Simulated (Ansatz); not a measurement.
Run this with Ansatz 0.2.0 through its Python package and show what comes out.

`compress.py`:
```python
import logging
import sys
import warnings

import ansatz as az
import numpy as np
import pandas as pd

logging.basicConfig(stream=sys.stdout, format="%(name)s: %(message)s")
logger = logging.getLogger("calc")
logger.setLevel(logging.INFO)

def edges_and_angles(cell):
    cell = np.asarray(cell)
    a, b, c = np.linalg.norm(cell, axis=1)
    cosines = cell[1] @ cell[2] / (b * c), cell[0] @ cell[2] / (a * c), cell[0] @ cell[1] / (a * b)
    return (a, b, c, *np.degrees(np.arccos(cosines)))


def main() -> None:
    warnings.simplefilter("ignore", az.DeckWarning)

    crystal = (
        az.Lattice.of((4.32, 0.0, 0.0), (-2.16, 3.74123, 0.0), (0.0, 0.0, 4.416))
        .atom("La", (0.0, 0.0, 0.0))
        .atom("Ga", (1 / 3, 2 / 3, 0.5))
        .atom("Ga", (2 / 3, 1 / 3, 0.5))
    )

    job = crystal.calculation()
    job = job.functional("PBEsol")
    job = job.kpoints(9, 9, 8, center="gamma").basis(31 * az.Ry)
    job = job.occupations("fermi_dirac")

    rows = []
    for pressure in [0, 2, 4, 6, 8]:
        out = job.relax(cell=True, pressure=pressure, force_tolerance=0.01, max_steps=100).run(threads=1)
        cell = out.lattice.cell_ang
        n_atoms = len(out.lattice.sites)
        volume = abs(np.linalg.det(cell)) / n_atoms
        enthalpy = out.report["free_energy_ev"] / n_atoms + pressure * volume / 160.21766
        rows.append((pressure, volume, enthalpy, *edges_and_angles(cell)))
        logger.info(f"{pressure} GPa done: {volume:.4f} A^3/atom")

    table = pd.DataFrame(rows, columns=["P_GPa", "V_A3_atom", "H_eV_atom", "a", "b", "c", "alpha", "beta", "gamma"])
    print(table.round(4).to_string(index=False))
    p, v = np.array([row[0] for row in rows], float), np.array([row[1] for row in rows])
    print("mean bulk modulus between rows (GPa):", np.round(-np.diff(p) / np.diff(np.log(v)), 1))


if __name__ == "__main__":
    main()
```

```console
$ python compress.py
calc: 0 GPa done: 23.0798 A^3/atom
calc: 2 GPa done: 22.4766 A^3/atom
calc: 4 GPa done: 21.9453 A^3/atom
calc: 6 GPa done: 21.4647 A^3/atom
calc: 8 GPa done: 21.0294 A^3/atom
 P_GPa  V_A3_atom  H_eV_atom      a      b      c  alpha  beta  gamma
     0    23.0798 -4549.9559 4.2727 4.2727 4.3794   90.0  90.0  120.0
     2    22.4766 -4549.6717 4.2439 4.2439 4.3230   90.0  90.0  120.0
     4    21.9453 -4549.3945 4.2195 4.2195 4.2698   90.0  90.0  120.0
     6    21.4647 -4549.1236 4.1969 4.1969 4.2213   90.0  90.0  120.0
     8    21.0294 -4548.8584 4.1766 4.1766 4.1761   90.0  90.0  120.0
mean bulk modulus between rows (GPa): [75.5 83.6 90.3 97.6]
```

The volume falls from 23.08 Å³ an atom at 0 GPa to 21.03 at 8 GPa, by 8.9 %. Between 0 and 2 GPa, -V dP/dV is about 76 GPa, a mean over that step.

What to keep in mind:
- Absolute energies stand on the zero of these potentials, so only differences at equal settings mean something.
- At a fixed pressure a relaxation lowers the enthalpy F + PV, while F alone can rise.
- The starting cell is as deposited in a crystallographic database; the results hold for this polymorph, which needn't be the stable one.
- Symmetry holds the cell in this phase, whether or not it is the stable one at each pressure.
- Finished in 110 s on 1 thread of Arm Neoverse V2 (shared host), peak memory 0.55 GiB.
